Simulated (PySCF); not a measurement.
# Be₂H₂F₂, a complex of two parts: interaction energy

One table from this session's results is given with a row withheld; the runs are named, their logs left out.

Programs: PySCF 2.14.0. All values are calculated, for the isolated system unless a continuum is named. Atoms count from 0, parts from 1.

## Starting point

6 atoms, charge 0, multiplicity 1; geometry: GFN2-xTB. Parts: 1 = atoms 0–2, `[BeH2]`, charge 0; 2 = atoms 3–5, `[F][Be][F]`, charge 0.

Set-up of the first run:

What the job is given:

```
{"job": {"xc": "PBE0", "basis": "def2-TZVPD", "d3": "d3bj", "grid": 3, "kind": "geom", "shake": 0.01}, "charge": 0, "multiplicity": 1, "parts": [{"atoms": "0-2", "charge": 0, "multiplicity": 1}, {"atoms": "3-5", "charge": 0, "multiplicity": 1}]}
Be    -0.575615     0.572330    -0.336377
H     -0.122314     0.595031    -1.800611
H     -0.308375     0.012748     0.750905
F     -1.654111     1.632457    -0.630454
Be    -1.145068     1.568009    -2.092639
F     -1.588875     2.288892    -3.195245
```

The run is started by

```sh
$ OMP_NUM_THREADS=1 python cluster_run.py task.json out
```

This one command runs all jobs of the session in turn.

Steps of the session up to this table: Optimising the geometry at PBE0-D3(BJ)/def2-TZVPD; Coupled-cluster interaction energy: CCSD(T) and MP2, 1.55 Å; Coupled-cluster interaction energy: CCSD(T) and MP2, 1.62 Å; Coupled-cluster interaction energy: CCSD(T) and MP2, 1.70 Å; Coupled-cluster interaction energy: CCSD(T) and MP2, 1.47 Å; Coupled-cluster interaction energy: CCSD(T) and MP2, 1.93 Å; Coupled-cluster interaction energy: CCSD(T) and MP2, 1.39 Å; Coupled-cluster interaction energy: CCSD(T) and MP2, 2.32 Å; Coupled-cluster interaction energy: CCSD(T) and MP2, 3.09 Å.

One of the session's tables, all rows but one given; the rest of the session is left out.

It belongs to the step «Coupled-cluster interaction energy: CCSD(T) and MP2, 3.09 Å». 

```
                 method  interaction energy (kcal/mol)
         HF/aug-cc-pVDZ                          -8.69
        MP2/aug-cc-pVDZ                          -8.86
       CCSD/aug-cc-pVDZ                          -8.82
    CCSD(T)/aug-cc-pVDZ                          -8.93
         HF/aug-cc-pVQZ                          -8.72
        MP2/aug-cc-pVQZ                          -9.12
    SCS-MP2/aug-cc-pVQZ                          -8.90
      MP2, extrapolated                          -9.15
CCSD(T), limit estimate                              ?
```

**Question.** Estimate the row for CCSD(T), limit estimate.

As computed: interaction energy (kcal/mol): -9.23. In the column «interaction energy (kcal/mol)» it is the lowest.
